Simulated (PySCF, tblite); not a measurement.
# C4H14N2Si: geometry, infrared bands and NMR shifts

What infrared bands and NMR shifts should C4H14N2Si (`CCCN(C)N[SiH3]`) show?

Computed with tblite 0.8.0 and PySCF 2.14.0, with density-fitted response routines of our own, on a single molecule in the gas phase. Atoms are numbered from 0 throughout.

## Step 1: The starting structure

21 atoms, charge 0, multiplicity 1; geometry from: force field or distance geometry start.

Bonds of the start (Å): C0–C1 1.53, C1–C2 1.53, C2–N3 1.48, N3–C4 1.48, N3–N5 1.46, N5–Si6 1.71, C0–H7 1.10, C0–H8 1.09, C0–H9 1.09, C1–H10 1.09, C1–H11 1.11, C2–H12 1.09, C2–H13 1.10, C4–H14 1.09, C4–H15 1.09, C4–H16 1.10, N5–H17 1.02, Si6–H18 1.48, Si6–H19 1.49, Si6–H20 1.49.

## Step 2: Geometry optimisation with GFN2-xTB

Job settings and geometry (Å):

```
{"job": {"kind": "relax", "xc": "GFN2-xTB", "basis": "xTB"}, "charge": 0, "multiplicity": 1}
C      2.879000     1.022900    -0.055900
C      1.415700     0.814200     0.344100
C      0.841700    -0.440700    -0.316600
N     -0.549600    -0.708900     0.121200
C     -0.959100    -2.056200    -0.321500
N     -1.451700     0.299500    -0.425100
Si    -2.582600     0.944400     0.681100
H      3.278800     1.923300     0.438000
H      2.960800     1.159800    -1.136500
H      3.487300     0.170800     0.238400
H      0.843700     1.701700     0.082600
H      1.365000     0.701600     1.445900
H      1.466200    -1.287600    -0.041500
H      0.882400    -0.336400    -1.415500
H     -1.982000    -2.275400    -0.000700
H     -0.313000    -2.820200     0.122800
H     -0.914200    -2.146300    -1.417200
H     -1.932300    -0.019100    -1.262100
H     -3.363900     1.975100    -0.033500
H     -1.879000     1.540200     1.854500
H     -3.502300    -0.145700     1.096900
```

Started as:

```bash
$ OMP_NUM_THREADS=1 python probes_run.py task.json out
```

This one command runs all jobs of the session in turn.

What it wrote:

```text
step      E/eV     max force
  0    -633.14794    1.310
  1    -633.20790    0.580
  2    -633.23236    0.546
  3    -633.25737    0.486
  4    -633.28513    0.504
  5    -633.31171    0.441
  6    -633.33092    0.349
  7    -633.34371    0.316
  8    -633.35373    0.257
  9    -633.36395    0.283
 10    -633.37355    0.230
 11    -633.38127    0.238
 12    -633.38694    0.213
 13    -633.39122    0.181
 14    -633.39435    0.141
 15    -633.39653    0.100
 16    -633.39813    0.105
 17    -633.39972    0.121
 18    -633.40141    0.113
 19    -633.40284    0.087
 20    -633.40381    0.084
 21    -633.40450    0.077
 22    -633.40510    0.066
 23    -633.40572    0.056
 24    -633.40629    0.063
 25    -633.40697    0.087
 26    -633.40773    0.092
 27    -633.40846    0.065
 28    -633.40899    0.044
 29    -633.40934    0.039
 30    -633.40961    0.037
 31    -633.40983    0.031
 32    -633.41000    0.029
 33    -633.41014    0.026
 34    -633.41025    0.026
 35    -633.41035    0.028
 36    -633.41044    0.027
 37    -633.41053    0.021
 38    -633.41062    0.024
 39    -633.41074    0.028
 40    -633.41088    0.033
 41    -633.41102    0.034
 42    -633.41116    0.026
 43    -633.41128    0.024
 44    -633.41139    0.027
 45    -633.41147    0.021
 46    -633.41155    0.019
 47    -633.41161    0.018
 48    -633.41167    0.022
 49    -633.41173    0.019
 50    -633.41180    0.017
 51    -633.41186    0.017
 52    -633.41191    0.016
 53    -633.41198    0.019
 54    -633.41205    0.019
 55    -633.41213    0.023
 56    -633.41222    0.020
 57    -633.41230    0.019
 58    -633.41238    0.021
 59    -633.41246    0.020
 60    -633.41255    0.026
 61    -633.41267    0.025
 62    -633.41281    0.026
 63    -633.41293    0.022
 64    -633.41302    0.023
 65    -633.41309    0.023
 66    -633.41315    0.019
 67    -633.41323    0.022
 68    -633.41332    0.028
 69    -633.41341    0.026
 70    -633.41349    0.020
 71    -633.41357    0.017
 72    -633.41362    0.014
 73    -633.41365    0.012
 74    -633.41369    0.013
 75    -633.41373    0.016
 76    -633.41379    0.016
 77    -633.41386    0.021
 78    -633.41393    0.024
 79    -633.41401    0.023
 80    -633.41410    0.026
 81    -633.41419    0.022
 82    -633.41425    0.014
 83    -633.41429    0.014
 84    -633.41432    0.013
 85    -633.41435    0.012
 86    -633.41438    0.011
 87    -633.41441    0.014
 88    -633.41444    0.016
 89    -633.41448    0.019
 90    -633.41453    0.017
 91    -633.41457    0.014
 92    -633.41459    0.011
 93    -633.41461    0.010
 94    -633.41463    0.010
```

Wall time 0.59 s (1 thread of Intel Xeon Platinum 8488C, shared host).

Along the way: (not every step is listed)

```
step  energy from step 0 (eV)  largest force (eV/Å)
   0                   0.0000                1.3103
   1                  -0.0600                0.5801
   2                  -0.0844                0.5455
   3                  -0.1094                0.4861
   4                  -0.1372                0.5037
   5                  -0.1638                0.4414
   6                  -0.1830                0.3486
   7                  -0.1958                0.3164
   8                  -0.2058                0.2566
  16                  -0.2502                0.1054
  24                  -0.2584                0.0629
  32                  -0.2621                0.0292
  40                  -0.2629                0.0331
  48                  -0.2637                0.0217
  56                  -0.2643                0.0196
  64                  -0.2651                0.0234
  72                  -0.2657                0.0136
  80                  -0.2662                0.0262
  88                  -0.2665                0.0161
  89                  -0.2665                0.0193
  90                  -0.2666                0.0171
  91                  -0.2666                0.0137
  92                  -0.2667                0.0115
  93                  -0.2667                0.0104
  94                  -0.2667                0.0095
```

Close pairs (by a distance rule), those that changed most:

```
   bond  before (Å)  after (Å)  change (Å)
  N3–N5       1.459      1.408      -0.051
Si6–H19       1.492      1.458      -0.034
  C2–N3       1.483      1.455      -0.028
  N3–C4       1.476      1.449      -0.027
 C1–H11       1.109      1.091      -0.018
  C0–H7       1.102      1.087      -0.015
Si6–H18       1.478      1.463      -0.014
Si6–H20       1.486      1.473      -0.012
```

The next job starts from the end point, and lists it.

## Step 3: Infrared spectrum with GFN2-xTB

Job settings and geometry (Å):

```
{"job": {"kind": "ir", "xc": "GFN2-xTB", "basis": "xTB"}, "charge": 0, "multiplicity": 1}
C      2.826413     1.065173    -0.098329
C      1.386053     0.797470     0.316835
C      0.848825    -0.484099    -0.312278
N     -0.513876    -0.742998     0.128415
C     -0.984467    -2.049679    -0.285448
N     -1.370246     0.278946    -0.324996
Si    -2.602888     0.871995     0.715403
H      3.186515     1.984740     0.355811
H      2.902695     1.163448    -1.179361
H      3.474486     0.249848     0.216335
H      0.749598     1.631256     0.017906
H      1.319927     0.701909     1.401284
H      1.462608    -1.331688     0.002743
H      0.903540    -0.409670    -1.414889
H     -1.997313    -2.186946     0.089864
H     -0.340587    -2.814425     0.144945
H     -0.994017    -2.167661    -1.382012
H     -1.488035     0.284069    -1.337445
H     -3.168043     1.992812    -0.036919
H     -1.929935     1.263725     1.948611
H     -3.680175    -0.081282     1.033054
```

What it wrote:

```text
mode    cm-1     km/mol
  1      55.6      0.09
  2      66.5      0.02
  3      95.6      0.51
  4     119.7      0.27
  5     165.7      2.21
  6     192.7      0.71
  7     228.6      0.06
  8     236.0      1.27
  9     318.3      1.76
 10     375.3      3.16
 11     421.9     13.25
 12     460.0     39.88
 13     556.8     62.24
 14     577.3     31.90
 15     601.5     86.44
 16     739.1    226.04
 17     787.7      8.73
 18     805.4    179.95
 19     823.9    149.38
 20     834.4    207.59
 21     906.8      2.05
 22     932.1     47.49
 23     980.5     61.55
 24    1047.0     18.12
 25    1091.2     24.01
 26    1094.0      2.24
 27    1118.3      5.85
 28    1144.9      3.65
 29    1186.9      7.66
 30    1212.5      9.22
 31    1236.4      2.58
 32    1279.2      2.80
 33    1298.1      2.73
 34    1363.0      7.09
 35    1368.7     27.05
 36    1407.9      0.78
 37    1414.2      0.69
 38    1473.8      2.33
 39    1482.1      4.45
 40    1488.7      4.12
 41    1495.8      0.40
 42    1504.2      2.80
 43    1507.2      1.89
 44    2160.6    391.97
 45    2252.7    298.44
 46    2296.3    272.48
 47    2790.9     82.22
 48    2835.5    109.11
 49    2963.0     33.33
 50    2991.6     26.21
 51    3003.0     21.25
 52    3018.4     36.13
 53    3021.3     36.94
 54    3028.1     62.68
 55    3032.7     54.72
 56    3042.9     33.94
 57    3246.8     40.53
```

It took 0.8 s on 1 thread of Intel Xeon Platinum 8488C, shared host.

Which atoms move in the most intense modes:

```
cm⁻¹  km/mol                                  atoms
 739   226.0                     H18 50 %, H19 41 %
 805   179.9  H20 26 %, H18 22 %, H19 14 %, N5 12 %
 824   149.4                     H20 53 %, H19 33 %
 834   207.6            Si6 20 %, N5 18 %, H18 17 %
2161   392.0                               H20 95 %
2253   298.4                               H18 96 %
2296   272.5                               H19 96 %
2836   109.1                               H16 92 %
```

## Step 4: Nuclear shieldings: PBE0/pcSseg-1

The job, as its differences from that of step 3:

```diff
@@ -1,2 +1,2 @@
-{"job": {"kind": "ir", "xc": "GFN2-xTB", "basis": "xTB"}, "charge": 0, "multiplicity": 1}
+{"job": {"kind": "nmr", "xc": "PBE0", "basis": "pcSseg-1"}, "charge": 0, "multiplicity": 1}
 C      2.826413     1.065173    -0.098329
```

With the program's defaults for keys left out, this is: GIAO PBE0/pcSseg-1 NMR shielding, non-relativistic, gas phase.

What it wrote:

```text
coarse grid: 16776 points
cycle   1  E = -559.2395887535  dE =  5.144e-01  |g| = 4.355e-01  |ddm| = 3.886e+00
cycle   2  E = -559.2326978442  dE =  6.891e-03  |g| = 4.791e-01  |ddm| = 8.769e-01
cycle   3  E = -559.2871273020  dE = -5.443e-02  |g| = 6.975e-02  |ddm| = 4.758e-01
cycle   4  E = -559.2879508647  dE = -8.236e-04  |g| = 2.833e-02  |ddm| = 7.550e-02
cycle   5  E = -559.2881197352  dE = -1.689e-04  |g| = 6.203e-03  |ddm| = 2.680e-02
cycle   6  E = -559.2881280257  dE = -8.290e-06  |g| = 1.216e-03  |ddm| = 6.464e-03
final grid: 153952 points
cycle   7  E = -559.3257400209  dE = -3.769e-05  |g| = 9.132e-03  |ddm| = 2.617e-02
cycle   8  E = -559.3257310042  dE =  9.017e-06  |g| = 1.100e-02  |ddm| = 1.868e-02
cycle   9  E = -559.3257610055  dE = -3.000e-05  |g| = 1.004e-03  |ddm| = 1.066e-02
cycle  10  E = -559.3257612142  dE = -2.087e-07  |g| = 2.212e-04  |ddm| = 1.006e-03
cycle  11  E = -559.3257612243  dE = -1.011e-08  |g| = 4.297e-05  |ddm| = 2.086e-04
cycle  12  E = -559.3257612247  dE = -3.710e-10  |g| = 1.828e-05  |ddm| = 5.965e-05
converged SCF energy = -559.3257612247

GIAO shielding tensors (ppm)
atom      isotropic    diamagn.    paramagn.     s11        s22        s33       span
  0 C      173.441     245.478     -72.037    165.000    167.046    188.278     23.278
  1 C      160.715     247.194     -86.479    145.539    164.768    171.838     26.299
  2 C      118.014     249.432    -131.418     87.608    104.341    162.094     74.486
  3 N      172.814     319.445    -146.631    134.973    159.480    223.987     89.014
  4 C      135.587     247.367    -111.780    105.879    116.725    184.156     78.277
  5 N      180.774     321.623    -140.850    125.271    145.915    271.134    145.863
  6 Si     408.929     880.787    -471.858    357.731    394.035    475.020    117.289
  7 H       30.473      27.570       2.903     25.742     27.800     37.879     12.137
  8 H       30.922      29.209       1.713     26.385     29.271     37.110     10.725
  9 H       30.871      28.782       2.090     26.367     28.960     37.287     10.920
 10 H       29.536      32.836      -3.300     23.987     30.803     33.818      9.831
 11 H       30.191      32.532      -2.341     25.059     30.543     34.971      9.912
 12 H       29.248      33.853      -4.605     24.565     29.748     33.433      8.868
 13 H       29.950      33.893      -3.943     26.192     30.660     32.998      6.806
 14 H       28.737      30.914      -2.177     24.271     27.154     34.786     10.514
 15 H       29.073      30.643      -1.570     24.775     26.500     35.944     11.170
 16 H       29.775      30.699      -0.924     26.670     27.419     35.235      8.565
 17 H       31.168      34.657      -3.489     24.591     29.916     38.997     14.406
 18 H       27.227      29.472      -2.245     23.759     25.328     32.595      8.835
 19 H       27.125      30.540      -3.415     22.797     26.845     31.733      8.936
 20 H       26.906      29.408      -2.502     22.753     25.265     32.699      9.946
```

Wall time 38 s (1 thread of Intel Xeon Platinum 8488C, shared host); peak memory 0.87 GiB.

The references, computed at this level on geometries of the same kind, shield at (ppm): ¹H TMS 31.72, ¹³C TMS 186.9, ²⁹Si TMS 349.2, ¹⁵N NH3 267.7. Their shielding less the atom's gives the shift. The references are single molecules in the gas phase, so shifts against H2O, NH3, PH3, H3PO4 or CFCl3 are not on the usual liquid scales and can be off by tens of ppm. Atoms listed in one row are averaged.

```
        atoms                              environment  σ (ppm)  δ (ppm)  δ scaled to CDCl3
           C2                      sp3 CH2 bonded to N    118.0     68.9               65.3
           C4                methyl carbon bonded to N    135.6     51.3               48.2
           C1                                  sp3 CH2    160.7     26.2               23.7
           C0                            methyl carbon    173.4     13.5               11.2
H18, H19, H20        hydrogen on a silicon bonded to N    27.09     4.63                  –
H14, H15, H16  hydrogen on a methyl carbon bonded to N    29.19     2.52               2.48
     H12, H13       hydrogen on an sp3 CH2 bonded to N    29.60     2.12               2.10
     H10, H11                   hydrogen on an sp3 CH2    29.86     1.85               1.85
   H7, H8, H9              hydrogen on a methyl carbon    30.76     0.96               1.01
          H17   hydrogen on a nitrogen bonded to N, Si    31.17     0.55                  –
           N3                nitrogen bonded to 2 C, N    172.8     94.9                  –
           N5              nitrogen bonded to N, Si, H    180.8     87.0                  –
          Si6                 silicon bonded to N, 3 H    408.9    -59.8                  –
```

The scaled column applies a straight-line fit of computed shieldings to shifts measured in CDCl3 (root-mean-square error 0.16 ppm for H, 1.9 ppm for C).

The run also stored atomic charges by several schemes (e):

```
atoms  Mulliken    IAO  Hirshfeld  ESP fit
   C0     -0.27  -0.42      -0.12    -0.46
   C1     -0.26  -0.25      -0.08     0.28
   C2     -0.01  -0.14      -0.03    -0.24
   N3     -0.44  -0.16      -0.05    -0.08
   C4     -0.07  -0.31      -0.08    -0.43
   N5     -0.50  -0.59      -0.19    -0.59
  Si6      0.66   0.76       0.34     0.52
```

Mayer bond orders: C0–C1 1.06, C1–C2 1.03, C2–N3 0.94, N3–C4 0.95, N3–N5 0.96, N5–Si6 0.96.

The fields below are evaluated on a grid from the run's orbitals.

Frontier orbitals at PBE0/pcSseg-1, with the share of their density that lies nearest to each atom:

```
orbital  energy (eV)                                            lies on
   HOMO        -6.57      N3 58 %; N5 8 %; H13, H16, H17 about 6 % each
   LUMO         0.78  H18, H19, H20 about 15 % each; Si6 14 %; H17 12 %
```

ELF in a plane through or near 9 of the atoms.

Ten even steps from '0' (0.00) to '9' (1.00):
```
0000000000000000000000000000
0000000000000000000000000000
0000000000000000000000000000
0000000000000000000000000000
0000000000000000233321000000
0000278300121000354321000000
0002999920587100332416752000
0003999943687202325749998000
0001589766245003561089999100
0000156258146124445379998000
0001699963685653620001451000
0000699920573662743530000000
0000278502999437759994000000
0000000006999215239998000000
0000000002773058854772000000
0000000000000058741100000000
0000000000000013200000000000
0000000000000000000000000000
0000000000000000000000000000
0000000000000000000000000000
```
The map spans 12.5 Å across and 10.3 Å up, centred on the molecule. Atoms in the plane (x, y in Å): C0 (-3.0, 0.4), C1 (-1.5, 0.6), N3 (0.7, -0.6), C4 (1.4, -1.8), Si6 (2.4, 1.5), H7 (-3.5, 1.3), H12 (-1.1, -1.5), H14 (2.4, -1.6), H20 (3.7, 0.9).

log10 of the density (e/Å³) in the same plane.

Ten even steps from ' ' (-4.0) to '@' (1.1):
```
                                                        
                                  ........              
                              ....::::::::....          
                          ....::----====----::..        
      ....::::::::::::::::::::--==++++++++==--::..      
      ::--======----======----==++********++==--::..    
    ..--==******++++****++====++****%%%%****++==--::..  
    ::==++##%%##**########++++++**##@@@@######++==::..  
    ::==++##%%%%##%%@@%%##**++**##############**==::..  
    ::==++**%%@@%%%%%%%%##**########**********++==::..  
    ::--++**%%%%##**##%%%%##%%@@%%##++++======----..    
    ..--==******++++##%%%%%%%%%%%%##****++==--::..      
      ::--==++++==++##%%%%####%%%%%%####**==--..        
      ..::::------++**##******##@@@@%%##**==::..        
            ....::--==++++==**######**++++--::          
                ..::------==++******++==--::..          
                    ....::::========--::::..            
                          ..::::::::::..                
                              ......                    
                                                        
```
The map spans 12.5 Å across and 10.3 Å up, centred on the molecule. Atoms in the plane (x, y in Å): C0 (-3.0, 0.4), C1 (-1.5, 0.6), N3 (0.7, -0.6), C4 (1.4, -1.8), Si6 (2.4, 1.5), H7 (-3.5, 1.3), H12 (-1.1, -1.5), H14 (2.4, -1.6), H20 (3.7, 0.9).

On the surface of density 0.002 e/bohr³ the electrostatic potential runs, from the 1st to the 99th percentile, from -1.15 V near N3 to 1.21 V near H17.

## Step 5: Results

| quantity | value |
| --- | --- |
| strongest single infrared mode (GFN2-xTB) | 2161 cm⁻¹, 392 km/mol |
| zero-point energy (GFN2-xTB) | 110.3 kcal/mol |
| ¹³C shifts against TMS (PBE0/pcSseg-1) | 68.9, 51.3, 26.2, 13.5 ppm |
| ¹H shifts against TMS (PBE0/pcSseg-1, means over atoms taken as alike) | 4.63, 2.52, 2.12, 1.85, 0.96, 0.55 ppm |
| ¹⁵N shifts against NH3 (PBE0/pcSseg-1) | 94.9, 87.0 ppm |
| ²⁹Si shifts against TMS (PBE0/pcSseg-1) | -59.8 ppm |
| surface potential, 1st and 99th percentile | -1.15 V and 1.21 V |

What this shows: The optimisation took 94 steps and gained 0.267 eV; among the close pairs (by a distance rule), N3–N5 changed most, from 1.459 to 1.408 Å. No mode is imaginary among the 57: a minimum at this level. The strongest single mode, at 2161 cm⁻¹, moves mainly H20. GFN2-xTB is a fitted tight-binding method: band positions and strengths are rough. Its intensities can rank the bands wrongly. At PBE0/pcSseg-1: The largest span, 146 ppm, is at N5, where the paramagnetic term is -141 ppm.
